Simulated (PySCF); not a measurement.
# CH7GeNSe: geometry, electronic excitations

What electronic excitations should CH7GeNSe (`C[Se][GeH2][NH2]`) show?

Computed with PySCF 2.14.0, with density-fitted response routines of our own, on a single molecule in the gas phase. Atoms are numbered from 0 throughout.

**1. Starting geometry**

11 atoms, charge 0, multiplicity 1; geometry from: GFN2-xTB. The atoms were then displaced at random by about 0.01 Å, so the start is not that level's minimum.

Bonds of the start (Å): C0–Se1 1.95, Se1–Ge2 2.32, Ge2–N3 1.85, C0–H4 1.10, C0–H5 1.06, C0–H6 1.11, Ge2–H7 1.51, Ge2–H8 1.50, N3–H9 0.97, N3–H10 1.01.

**2. Relaxing the molecule at PBE0-D3(BJ)/def2-SVP**

The job: settings as JSON, then the geometry in Å.

```
{"job": {"xc": "PBE0", "basis": "def2-SVP", "d3": "d3bj", "grid": 1, "shake": 0.01, "kind": "geom"}, "charge": 0, "multiplicity": 1}
C     -2.269690    -0.194260     0.022070
Se    -0.818160     0.710910     0.962910
Ge     0.917610    -0.288900    -0.206530
N      2.452630     0.671280     0.188150
H     -2.110950    -0.133650    -1.063460
H     -2.374040    -1.195650     0.346520
H     -3.189680     0.370850     0.263940
H      1.270350    -1.697880     0.222210
H      0.549190    -0.343420    -1.661780
H      3.281930     0.402280    -0.244620
H      2.328930     1.672620     0.194850
```

The run is started by

```console
> OMP_NUM_THREADS=1 python probes_run.py task.json out
```

The driver reads the jobs from task.json and runs them one after another.

**Question.** This job is followed by: TDDFT PBE0/def2-TZVPD, vertical, gas phase, core orbitals frozen in the response. What will the session give for the following? point group; rotational constants (main isotopes); lowest singlet (PBE0/def2-TZVPD); brightest single state of those computed; lowest triplet.

The runs gave:

```
                                quantity                        value
                             point group                           C1
    rotational constants (main isotopes)         5.93, 1.48, 1.25 GHz
        lowest singlet (PBE0/def2-TZVPD)  4.66 eV (266 nm), f = 0.004
brightest single state of those computed  state 8, 6.46 eV, f = 0.061
                          lowest triplet                      4.30 eV
```

**Reading.** The start of the PBE0/def2-SVP relaxation was shaken at random by about 0.01 Å, so part of the energy gained, and of the first lengths quoted, undoes that. Over 8 steps the energy fell by 0.176 eV; of the close pairs, Ge2–H8 changed most, 1.502 to 1.553 Å. No frequency check was run at this level, so the end point may be a saddle. The first singlet state (HOMO→LUMO 0.93) lies at 4.66 eV and is weak; of the 10 states computed, the strongest absorption comes from states 7 to 8 together at 6.46 eV. The lowest triplet lies 0.36 eV below the lowest singlet (triplets in Tamm-Dancoff, singlets in full TDDFT). At PBE0/def2-TZVPD, states above −ε(HOMO) (6.42 eV) lie where TDDFT describes them poorly and they hang on the basis; the brightest is among them.
